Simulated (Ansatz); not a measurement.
The system is MnPt2.

```xyz
3
Lattice="2.8584 0.0000 0.0000 -1.4292 2.4755 0.0000 0.0000 0.0000 6.5325" Properties=species:S:1:pos:R:3 pbc="T T T"
Pt    1.4292    0.8252    2.0656
Pt    0.0000    1.6503    4.4669
Mn    0.0000    0.0000    0.0000
```

The cell comes from a database or a generator and needn't be the stable form of this composition.

Alike in all runs: program Ansatz 0.2.0; functional PBEsol; potentials or basis Ansatz PAW; cutoff 420 eV (not typed: the program's choice for these potentials); k mesh 9 × 9 × 4; occupations fermi-dirac, width 0.05 eV.

Starts and where they ended:

| start | free energy over the lowest (meV/atom) | net moment (μB) | site or absolute moments (μB) | gap |
| --- | --- | --- | --- | --- |
| collinear spin, ferromagnetic start of up to 2 μB; fixed moment 2 | 136.7 | 2.00 | Pt -0.17; Mn +2.33 | - |
| collinear spin, ferromagnetic start of up to 1 μB; fixed moment 1 | 215.1 | 1.00 | Pt -0.18; Mn +1.37 | - |
| collinear spin, ferromagnetic start of up to 4 μB; fixed moment 4 | 0.0 | 4.00 | Pt +0.16; Mn +3.53 | - |
| collinear spin, ferromagnetic start of up to 3 μB; fixed moment 3 | 55.0 | 3.00 | Pt -0.06; Mn +3.05 | - |
| collinear spin, ferromagnetic start of up to 6 μB; fixed moment 6 | 221.3 | 6.00 | Pt +0.79; Mn +3.99 | - |
| collinear spin, ferromagnetic start of up to 5 μB; fixed moment 5 | 9.1 | 5.00 | Pt +0.47; Mn +3.82 | - |
| collinear spin, ferromagnetic start of up to 8 μB; fixed moment 8 | 1363.0 | 8.00 | Pt +1.35; Mn +4.33 | - |
| collinear spin, program default start; fixed moment 0 | 255.7 | 0.00 | - | - |

All polarised runs hold their moment fixed, so the table maps the energy against it. A still lower state may exist.

Caveats: the total moment is fixed, so each spin has its own Fermi level; forces of over 1 eV/Å show positions far from the minimum, so gaps and moduli don't describe the material at rest (some runs).
